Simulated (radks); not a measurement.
# Ionising praseodymium step by step, Pr⁴⁰⁺ to Pr⁵⁸⁺

One table from this session's results is given with a row withheld; the runs are named, their logs left out.

Method: scalar-relativistic Kohn-Sham, LB94 model potential, spin-polarised, spherical densities, finite nucleus; open shells are filled with parallel spins first. Code: radks (a radial shooting solver on a logarithmic mesh, Libxc functionals) version 1.

### The system

| Property | Result |
| --- | --- |
| element | praseodymium (Z = 59) |
| charges | 40 to 58 |
| first configuration | [Ar] 3d1 |
| last configuration | 1s1 |

Outer shells as boxes (Hund's rule):

Pr⁴⁰⁺
```
[Ar] core
3d [↑ ][  ][  ][  ][  ]
```

Pr⁵⁸⁺
```
1s [↑ ]
```

LB94 adds a gradient term to the LDA potential that gives it a −1/r tail. It is a model potential with no energy functional, so Etot and Exc are not given.

The first run:

Settings of this run:

```text
Z 59
configuration [Ar] 3d1
relativity scalar-relativistic
functional lda,pw
model_potential LB94
spin polarised
nucleus finite rms 4.8919 fm
c 137.035999084
```

Steps of the session up to this table: Pr⁴⁰⁺, [Ar] 3d1.

One of the session's tables, all rows but one given; the rest of the session is left out.

It belongs to the step «Pr⁴⁰⁺, [Ar] 3d1». Sizes of the orbitals, from the radial functions (bohr):

| level | <r> | outermost maximum (interpolated) | 90 % within | nodes |
| --- | --- | --- | --- | --- |
| 2p down | 0.08944 | 0.0699 | 0.145 | 0 |
| 2p up | ? | ? | ? | ? |
| 3s up | 0.2530 | 0.238 | 0.368 | 2 |
| 3s down | 0.2532 | 0.238 | 0.368 | 2 |
| 3p up | 0.2469 | 0.230 | 0.366 | 1 |
| 3p down | 0.2470 | 0.230 | 0.366 | 1 |
| 3d up | 0.2181 | 0.183 | 0.334 | 0 |
| 3d down | 0.2181 | 0.183 | 0.334 | 0 |

**Question.** Estimate the row for 2p up.

**Answer.** <r>: 0.08947; outermost maximum (interpolated): 0.0699; 90 % within: 0.145; nodes: 0. In the column «<r>» it lies between 2p down (0.08944) and 3d up (0.2181).

Caveats from the session: Open shells are spherical and high-spin; term and fine-structure splittings are not resolved.
